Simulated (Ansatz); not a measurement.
# MgO: the cost of one run

Program: Ansatz 0.2.0. Level of theory: DFT PBE, scalar-relativistic, plane waves, PAW. These are calculated values, not measurements.

That is the level of the relaxation; later steps name their own.

## Step 1: The starting structure

Symmetry: Fm-3m, No. 225, cubic system. The conventional cell has a = 4.217 Å, b = 4.217 Å, c = 4.217 Å, α = 90.00°, β = 90.00°, γ = 90.00°. Mg (site symmetry m-3m) is surrounded by 6 O at 2.11 Å. Around O (site symmetry m-3m) lie 6 Mg at 2.11 Å.

As a file:

```cif
data_structure
_symmetry_space_group_name_H-M 'Fm-3m'
_symmetry_Int_Tables_number 225
_cell_length_a 4.2170
_cell_length_b 4.2170
_cell_length_c 4.2170
_cell_angle_alpha 90.000
_cell_angle_beta 90.000
_cell_angle_gamma 90.000
_cell_volume 74.99
loop_
_atom_site_label
_atom_site_type_symbol
_atom_site_symmetry_multiplicity
_atom_site_Wyckoff_symbol
_atom_site_fract_x
_atom_site_fract_y
_atom_site_fract_z
_atom_site_occupancy
Mg1 Mg 4 a 0.00000 0.00000 0.00000 1
O1 O 4 b 0.50000 0.00000 0.00000 1
```

(A quick probe on a coarse mesh, which set the mesh and smearing, is not shown.)

## Step 3: Relaxing cell and atoms

Contents of input.yaml:

```yaml
crystal:
  lattice:
    - [0.0, 2.1085, 2.1085]
    - [2.1085, 0.0, 2.1085]
    - [2.1085, 2.1085, 0.0]
  atoms:
    - { symbol: Mg, position: [0.0, 0.0, 0.0] }
    - { symbol: O, position: [0.5, 0.5, 0.5] }
basis:
  ecutwfc: 420
kpoints:
  mp_grid: { grid: [10, 10, 10] }
hamiltonian:
  xc: pbe
scf:
  occupations: { method: gaussian, width: 0.02 }
output:
  forces: true
  stress: true
  eigenvalues: true
relax:
  adjacent_minimum: "off"
  f_tol: 0.005
  max_steps: 80
  cell: { stress_tol: 0.05 }
```

Started as:

```
$ ansatz run input.yaml --threads 1 --pin off --max-ram 2560MiB --backend cpu --events-out ev --progress --plain --runs-dir out
```

What time and memory should one allow on 1 thread of Intel Xeon Platinum 8488C (Sapphire Rapids), shared host?

About 4.7 s, with a peak of 0.3 GiB.
